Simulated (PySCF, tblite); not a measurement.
**C6H9O radical: geometry, infrared bands and EPR parameters**

Aim: predict the infrared bands and EPR parameters of C6H9O radical (`C=C([CH]C)C(C)=O`).

The runs use tblite 0.8.0 and PySCF 2.14.0, with density-fitted response routines of our own; the level of theory stands in each step. All values are computed, except where a source is named. Atoms are numbered from 0 throughout.

**1. The starting structure**

16 atoms, charge 0, multiplicity 2; geometry from: force field or distance geometry start.

Bonds of the start (Å): C0–C1 1.34, C1–C2 1.47, C2–C3 1.48, C1–C4 1.51, C4–C5 1.51, C4–O6 1.23, C0–H7 1.09, C0–H8 1.08, C2–H9 1.09, C3–H10 1.10, C3–H11 1.10, C3–H12 1.07, C5–H13 1.10, C5–H14 1.09, C5–H15 1.10.

**2. Optimising the geometry with GFN2-xTB**

The job: settings as JSON, then the geometry in Å.

```
{"job": {"kind": "relax", "xc": "GFN2-xTB", "basis": "xTB"}, "charge": 0, "multiplicity": 2}
C      0.546100     1.794100    -0.096000
C     -0.043700     0.596100     0.032100
C      0.697000    -0.594600     0.460500
C      2.174400    -0.677300     0.445300
C     -1.523800     0.522600    -0.237800
C     -2.132800    -0.824100    -0.553300
O     -2.225400     1.538400    -0.229000
H     -0.031200     2.673400    -0.395300
H      1.595200     1.963800     0.101300
H      0.134100    -1.374500     0.976700
H      2.475700    -1.736300     0.517400
H      2.593700    -0.160500     1.316000
H      2.597900    -0.273500    -0.456100
H     -1.462400    -1.408400    -1.198900
H     -3.073200    -0.671400    -1.086700
H     -2.329100    -1.358800     0.392500
```

On the command line:

```console
> OMP_NUM_THREADS=1 python probes_run.py task.json out
```

One launch serves the whole session: the jobs run in the order shown.

Output:

```text
step      E/eV     max force
  0    -582.20553    2.461
  1    -582.30096    2.220
  2    -582.33713    0.791
  3    -582.35144    0.361
  4    -582.36298    0.286
  5    -582.37270    0.292
  6    -582.37860    0.274
  7    -582.38822    0.198
  8    -582.39442    0.166
  9    -582.39918    0.150
 10    -582.40296    0.135
 11    -582.40708    0.150
 12    -582.41056    0.164
 13    -582.41298    0.128
 14    -582.41469    0.097
 15    -582.41636    0.113
 16    -582.41818    0.133
 17    -582.41980    0.114
 18    -582.42104    0.086
 19    -582.42217    0.096
 20    -582.42348    0.121
 21    -582.42514    0.129
 22    -582.42714    0.114
 23    -582.42916    0.112
 24    -582.43081    0.095
 25    -582.43205    0.093
 26    -582.43307    0.076
 27    -582.43401    0.088
 28    -582.43503    0.090
 29    -582.43626    0.084
 30    -582.43763    0.105
 31    -582.43888    0.094
 32    -582.43985    0.088
 33    -582.44070    0.094
 34    -582.44155    0.082
 35    -582.44231    0.061
 36    -582.44285    0.064
 37    -582.44321    0.053
 38    -582.44355    0.053
 39    -582.44395    0.052
 40    -582.44439    0.042
 41    -582.44473    0.045
 42    -582.44503    0.049
 43    -582.44537    0.050
 44    -582.44573    0.051
 45    -582.44598    0.039
 46    -582.44612    0.023
 47    -582.44620    0.023
 48    -582.44627    0.020
 49    -582.44633    0.015
 50    -582.44638    0.015
 51    -582.44642    0.017
 52    -582.44648    0.019
 53    -582.44657    0.020
 54    -582.44666    0.021
 55    -582.44674    0.019
 56    -582.44680    0.018
 57    -582.44687    0.017
 58    -582.44693    0.018
 59    -582.44699    0.019
 60    -582.44703    0.020
 61    -582.44708    0.019
 62    -582.44713    0.018
 63    -582.44719    0.018
 64    -582.44724    0.018
 65    -582.44728    0.016
 66    -582.44731    0.012
 67    -582.44734    0.012
 68    -582.44736    0.015
 69    -582.44739    0.019
 70    -582.44742    0.016
 71    -582.44745    0.011
 72    -582.44748    0.012
 73    -582.44751    0.015
 74    -582.44755    0.020
 75    -582.44760    0.022
 76    -582.44765    0.013
 77    -582.44768    0.014
 78    -582.44769    0.012
 79    -582.44771    0.011
 80    -582.44773    0.012
 81    -582.44774    0.008
```

It took 0.64 s on 1 thread of Arm Neoverse N1, shared host.

Relaxation path: (not every step is listed)

```
step  energy from step 0 (eV)  largest force (eV/Å)
   0                   0.0000                2.4608
   1                  -0.0954                2.2200
   2                  -0.1316                0.7908
   3                  -0.1459                0.3611
   4                  -0.1575                0.2857
   5                  -0.1672                0.2924
   6                  -0.1731                0.2742
   7                  -0.1827                0.1984
   8                  -0.1889                0.1661
  14                  -0.2092                0.0974
  20                  -0.2180                0.1208
  26                  -0.2275                0.0761
  32                  -0.2343                0.0885
  38                  -0.2380                0.0526
  44                  -0.2402                0.0505
  50                  -0.2409                0.0147
  56                  -0.2413                0.0181
  62                  -0.2416                0.0176
  68                  -0.2418                0.0150
  74                  -0.2420                0.0203
  76                  -0.2421                0.0135
  77                  -0.2422                0.0136
  78                  -0.2422                0.0117
  79                  -0.2422                0.0107
  80                  -0.2422                0.0120
  81                  -0.2422                0.0079
```

Close pairs (by a distance rule), those that changed most:

```
  bond  before (Å)  after (Å)  change (Å)
 C1–C2       1.466      1.389      -0.077
 C0–C1       1.341      1.378      +0.036
 C4–O6       1.235      1.208      -0.026
 C0–H7       1.094      1.075      -0.019
C3–H10       1.103      1.087      -0.017
C3–H12       1.075      1.091      +0.016
C5–H15       1.104      1.089      -0.016
 C2–H9       1.092      1.077      -0.015
```

The end geometry stands in the next job.

**3. Infrared spectrum with GFN2-xTB**

The job: settings as JSON, then the geometry in Å.

```
{"job": {"kind": "ir", "xc": "GFN2-xTB", "basis": "xTB"}, "charge": 0, "multiplicity": 2}
C      0.583288     1.780388    -0.187854
C     -0.016424     0.553609    -0.005813
C      0.670768    -0.605654     0.332177
C      2.137388    -0.653929     0.559659
C     -1.504682     0.527977    -0.181912
C     -2.134733    -0.803242    -0.515469
O     -2.168671     1.532166    -0.076960
H     -0.023299     2.635442    -0.423981
H      1.644737     1.920816    -0.106755
H      0.124794    -1.520995     0.487439
H      2.474922    -1.677340     0.698883
H      2.410998    -0.079169     1.447957
H      2.678505    -0.216115    -0.280070
H     -1.562349    -1.324334    -1.278281
H     -3.152629    -0.639827    -0.860642
H     -2.170211    -1.420850     0.380212
```

Output:

```text
mode    cm-1     km/mol
  1      39.5      4.72
  2      65.3      0.98
  3     129.5      0.38
  4     180.6      0.76
  5     217.1      1.92
  6     309.7      1.58
  7     340.4      0.19
  8     390.6      1.93
  9     475.7      0.31
 10     514.9      1.14
 11     565.5     10.91
 12     601.6     22.91
 13     667.6      7.75
 14     769.3      9.31
 15     778.3     16.62
 16     943.1      2.45
 17     977.9     22.27
 18     991.3      7.34
 19     996.4      7.61
 20    1079.9     20.36
 21    1104.5     46.66
 22    1166.7     42.36
 23    1239.8     91.81
 24    1346.6     12.24
 25    1363.6     30.20
 26    1393.6     12.29
 27    1448.2     25.55
 28    1454.5      3.22
 29    1461.9     29.62
 30    1465.5      2.87
 31    1468.3     18.17
 32    1481.9      2.84
 33    1742.0    292.20
 34    2954.6     15.54
 35    2990.9     11.36
 36    3019.4      7.95
 37    3040.7      9.09
 38    3048.3     20.64
 39    3052.4     15.37
 40    3112.6     18.53
 41    3127.7      8.59
 42    3165.6     14.14
```

Wall time 0.64 s (1 thread of Arm Neoverse N1, shared host).

The strongest bands and the atoms that carry them (share of the mass-weighted mode):

```
cm⁻¹  km/mol                                  atoms
 602    22.9     H9 24 %, C4 21 %, C1 11 %, H8 10 %
1104    46.7                       C2 29 %, C3 17 %
1167    42.4     C4 27 %, H9 17 %, C2 14 %, C3 11 %
1240    91.8              H9 47 %, C1 20 %, C4 17 %
1364    30.2  H15 28 %, H13 27 %, H14 22 %, C5 20 %
1448    25.6                       C2 38 %, C1 35 %
1462    29.6           H13 29 %, H15 15 %, H14 11 %
1742   292.2                       C4 61 %, O6 37 %
```

**4. EPR parameters: B3LYP/pcH-1**

The job, as its differences from that of step 3:

```diff
@@ -1,2 +1,2 @@
-{"job": {"kind": "ir", "xc": "GFN2-xTB", "basis": "xTB"}, "charge": 0, "multiplicity": 2}
+{"job": {"kind": "epr", "basis": "pcH-1"}, "charge": 0, "multiplicity": 2}
 C      0.583288     1.780388    -0.187854
```

Method: UKS B3LYP, pcH-1 on C H O, non-relativistic, mean-field spin-orbit, GIAO.

Output:

```text
UKS, coarse grid
  cycle   1  E = -309.08708281  |g| = 6.29e-01
  cycle   2  E = -308.26730097  |g| = 1.49e+00
  cycle   3  E = -309.21470353  |g| = 2.57e-01
  cycle   4  E = -309.24750187  |g| = 6.01e-02
  cycle   5  E = -309.24918094  |g| = 2.64e-02
  cycle   6  E = -309.24950547  |g| = 1.32e-02
  cycle   7  E = -309.24962987  |g| = 3.57e-03
  cycle   8  E = -309.24964755  |g| = 2.24e-03
  cycle   9  E = -309.24965214  |g| = 8.24e-04
UKS, final grid
  cycle   1  E = -309.24965761  |g| = 1.35e-03
  cycle   2  E = -309.24965537  |g| = 2.80e-03
  cycle   3  E = -309.24965846  |g| = 3.00e-04
  cycle   4  E = -309.24965850  |g| = 9.52e-05
  cycle   5  E = -309.24965853  |g| = 4.80e-05
  cycle   6  E = -309.24965853  |g| = 1.46e-05
E = -309.24965853 Eh   <S^2> = 0.7816 (exact 0.7500)
g shifts (ppm)      1          2          3
  rmc          -130       -130       -130
  gc              1         27         35
  oz_so         -60        276        520
  total        -189        173        424
hyperfine (MHz)  atom isotope    a_iso     a_fc   dipolar eigenvalues
    0   13C      53.67      53.67    -51.22    -49.46    100.68
    1   13C     -47.45     -47.45    -27.88     11.14     16.74
    2   13C      57.04      57.04    -52.74    -50.75    103.49
    3   13C     -21.87     -21.87     -0.91     -0.18      1.09
    4   13C       6.85       6.85     -1.51      0.13      1.38
    5   13C       0.72       0.72     -0.52     -0.09      0.61
    6   17O       2.45       2.45     -5.89     -4.76     10.65
    7    1H     -42.15     -42.15    -25.09     -0.46     25.55
    8    1H     -40.16     -40.16    -21.87     -1.11     22.98
    9    1H     -43.08     -43.08    -25.66     -0.23     25.90
   10    1H       3.81       3.81     -3.18     -2.73      5.91
   11    1H      74.86      74.86     -3.59     -1.87      5.46
   12    1H      53.74      53.74     -3.97     -1.28      5.25
   13    1H       0.76       0.76     -2.03     -1.70      3.73
   14    1H       0.42       0.42     -0.86     -0.74      1.60
   15    1H       0.49       0.49     -1.62     -1.48      3.10
```

Wall time 93 s (1 thread of Arm Neoverse N1, shared host); peak memory 0.97 GiB.

Principal g values 2.00213, 2.00249, 2.00274; g(iso) = 2.00246, against 2.00232 for a free electron.

Hyperfine couplings; where a row names several nuclei, a(iso) is their mean (it holds for fast rotation or exchange) and the dipolar term the largest among them:

```
       nuclei  isotope  a(iso) (MHz)  a(iso) (G, at g = 2.0023)  largest dipolar term (MHz)
           C2      13C          57.0                       20.4                       103.5
           C0      13C          53.7                       19.2                       100.7
           C1      13C         -47.4                      -16.9                       -27.9
H10, H11, H12       1H          44.1                       15.7                         5.9
           H9       1H         -43.1                      -15.4                        25.9
           H7       1H         -42.1                      -15.0                        25.5
           H8       1H         -40.2                      -14.3                        23.0
           C3      13C         -21.9                       -7.8                         1.1
           C4      13C           6.8                        2.4                        -1.5
           O6      17O           2.4                        0.9                        10.7
           C5      13C           0.7                        0.3                         0.6
H13, H14, H15       1H           0.6                        0.2                         3.7
```

Mulliken spin populations:

C0 0.69; C1 -0.26; C2 0.67; C3 -0.06; C4 0.02; C5 0.00; O6 -0.03; H7 -0.03; H8 -0.03; H9 -0.03; H10 0.00; H11 0.03; H12 0.03; H13 0.00; H14 0.00; H15 0.00

In first order the couplings over 0.8 MHz of 1H give 32 distinct lines over 92.0 G, if the averaged nuclei exchange fast; the same motion can average rows kept apart here too.

Orbitals, density, ELF and potential are computed afterwards from the orbital file.

ELF in a plane through or near 11 of the atoms.

Ten even steps from ' ' (0.00) to '@' (1.00):
```
                                                        
                                                        
                                                        
                                                        
            ::**##--                                    
          --@@@@@@%%..  ==@@%%      ....                
          ==@@@@@@@@::..%%@@@@--  --****--              
          ..++%%%%**++++%%@@@@::..++####++++**==        
            ::==----%%++::**++  ..==::::%%@@@@@@--      
            --**++==##++::%%++..--%%**--@@@@@@@@==      
            ..--==::..::##::::%%++--##==::++##**..      
                    ..::##==--%%++::**==..              
                --%%%%****%%**::--########==            
              ==@@@@@@##**--++  ..########==..          
              ==@@@@%%**%%@@@@==  ++**++--..            
                ..::..::%%@@@@##    ....                
                        ==%%%%++                        
                          ....                          
                                                        
                                                        
```
The map spans 11.8 Å across and 10.5 Å up, centred on the molecule. Atoms in the plane (x, y in Å): C0 (-0.6, -1.8), C1 (0.0, -0.5), C2 (-0.7, 0.7), C3 (-2.2, 0.8), C4 (1.5, -0.6), C5 (2.2, 0.7), H7 (0.0, -2.7), H8 (-1.7, -1.9), H9 (-0.2, 1.6), H10 (-2.5, 1.8), H14 (3.3, 0.5).

log10 of the density (e/Å³) in the same plane.

Values, 10 rows by 14 columns:
```
-4.0 -4.0 -4.0 -4.0 -4.0 -4.0 -4.0 -4.0 -4.0 -4.0 -4.0 -4.0 -4.0 -4.0
-4.0 -4.0 -4.0 -4.0 -3.9 -4.0 -4.0 -4.0 -4.0 -4.0 -4.0 -4.0 -4.0 -4.0
-4.0 -4.0 -3.5 -2.4 -2.0 -2.4 -2.5 -2.6 -2.9 -2.6 -2.8 -3.5 -4.0 -4.0
-4.0 -4.0 -2.5 -1.0  0.3 -0.9 -0.6 -0.6 -1.4 -0.7 -1.1 -2.0 -3.0 -4.0
-4.0 -3.7 -2.2 -0.8  1.1  0.2  1.4 -0.4 -0.8  0.4  0.1 -0.7 -2.2 -3.8
-4.0 -3.9 -2.5 -1.3 -0.6 -0.8  0.1  0.4  0.2  0.2 -0.7 -1.2 -2.5 -4.0
-4.0 -4.0 -3.4 -2.4 -1.3 -0.3  0.3 -0.1 -0.3  0.3 -0.5 -1.9 -3.5 -4.0
-4.0 -4.0 -4.0 -2.9 -1.4 -0.5  0.0  0.0 -1.2 -0.7 -1.3 -2.6 -4.0 -4.0
-4.0 -4.0 -4.0 -4.0 -3.1 -2.4 -1.7 -1.5 -2.4 -3.0 -3.6 -4.0 -4.0 -4.0
-4.0 -4.0 -4.0 -4.0 -4.0 -4.0 -3.5 -3.5 -4.0 -4.0 -4.0 -4.0 -4.0 -4.0
```
The map spans 11.8 Å across and 10.5 Å up, centred on the molecule. Atoms in the plane (x, y in Å): C0 (-0.6, -1.8), C1 (0.0, -0.5), C2 (-0.7, 0.7), C3 (-2.2, 0.8), C4 (1.5, -0.6), C5 (2.2, 0.7), H7 (0.0, -2.7), H8 (-1.7, -1.9), H9 (-0.2, 1.6), H10 (-2.5, 1.8), H14 (3.3, 0.5).

On the surface of density 0.002 e/bohr³ the electrostatic potential runs, from the 1st to the 99th percentile, from -1.74 V near O6 to 1.08 V near H9.

The spin density lies nearest to C0, C2 about 33 % each; C1 10 % (beta excess).

**5. Results**

| quantity | value |
| --- | --- |
| strongest single infrared mode (GFN2-xTB) | 1742 cm⁻¹, 292 km/mol |
| zero-point energy (GFN2-xTB) | 81.0 kcal/mol |
| g(iso) (B3LYP) | 2.00246 |
| ⟨S²⟩ | 0.782 (exact 0.75) |
| largest a(iso) (averaged by class) | 13C on C2, 57.0 MHz |
| potential on the surface of density 0.002 e/bohr³, 1st and 99th percentile | -1.74 V and 1.08 V |

Over 81 steps the energy fell by 0.242 eV; of the close pairs, C1–C2 changed most, 1.466 to 1.389 Å. All 42 modes are real, so the xTB geometry is a minimum. The strongest single mode, at 1742 cm⁻¹, moves mainly C4 and O6. Unscaled tight-binding wavenumbers are off by several per cent, some by more. Its intensities can rank the bands wrongly. The largest spin populations lie on C0 (0.69 e), C2 (0.67 e). The isotropic g lies 0.1 ppt above the free-electron value. These values are for one conformer; the search (at its own cheap level) found 2 more, at 0.06, 0.27 kcal/mol, and measured spectra average over such forms.
